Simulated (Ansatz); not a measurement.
# Tl2In: the cost of one run

Computed with Ansatz 0.2.0 (DFT PBE, scalar-relativistic, plane waves, PAW, unless a step's input says otherwise).

**1. Starting point**

The structure is tetragonal, space group I4/mmm (No. 139). The conventional cell has a = 4.016 Å, b = 4.016 Å, c = 9.853 Å, α = 90.00°, β = 90.00°, γ = 90.00°. Tl (site symmetry 4mm) has 5 Tl at 3.25 to 3.30 Å and 5 In at 3.27 to 3.30 Å as nearest neighbours. In (site symmetry 4/mmm) is surrounded by 10 Tl at 3.27 to 3.30 Å.

As a file:

```xyz
3
Lattice="-2.0082 2.0082 4.9265 2.0082 -2.0082 4.9265 2.0082 2.0082 -4.9265" Properties=species:S:1:pos:R:3 pbc="T T T"
Tl    0.0000    0.0000    6.5522
Tl    0.0000    0.0000    3.3007
In    0.0000    0.0000    0.0000
```

This is candidate A: MoSi2 (C11b) type (I4/mmm, No. 139).

(A quick probe on a coarse mesh, which set the mesh and smearing, is not shown.)

**3. Rough relaxation on the coarse mesh (candidate A)**

input.yaml

```yaml
crystal:
  lattice:
    - [-2.008248281, 2.008248281, 4.9264840643]
    - [2.008248281, -2.008248281, 4.9264840643]
    - [2.008248281, 2.008248281, -4.9264840643]
  atoms:
    - { symbol: Tl, position: [0.665, 0.665, 0.0] }
    - { symbol: Tl, position: [0.335, 0.335, 0.0] }
    - { symbol: In, position: [0.0, 0.0, 0.0] }
basis:
  ecutwfc: 420
kpoints:
  mp_grid: { grid: [6, 6, 6] }
hamiltonian:
  xc: pbe
scf:
  occupations: { method: gaussian, width: 0.1 }
  lower_state_search: "off"
output:
  forces: true
  stress: true
  eigenvalues: true
relax:
  adjacent_minimum: "off"
  f_tol: 0.04
  max_steps: 70
  cell: { stress_tol: 0.4 }
```

On the command line:

```sh
$ ansatz run input.yaml --threads 1 --pin off --max-ram 2560MiB --backend cpu --events-out ev --progress --plain --runs-dir out
```

Q: Estimate wall time and peak memory on 1 thread of Arm Neoverse V1, shared host.

About 24 s, with a peak of 0.38 GiB.
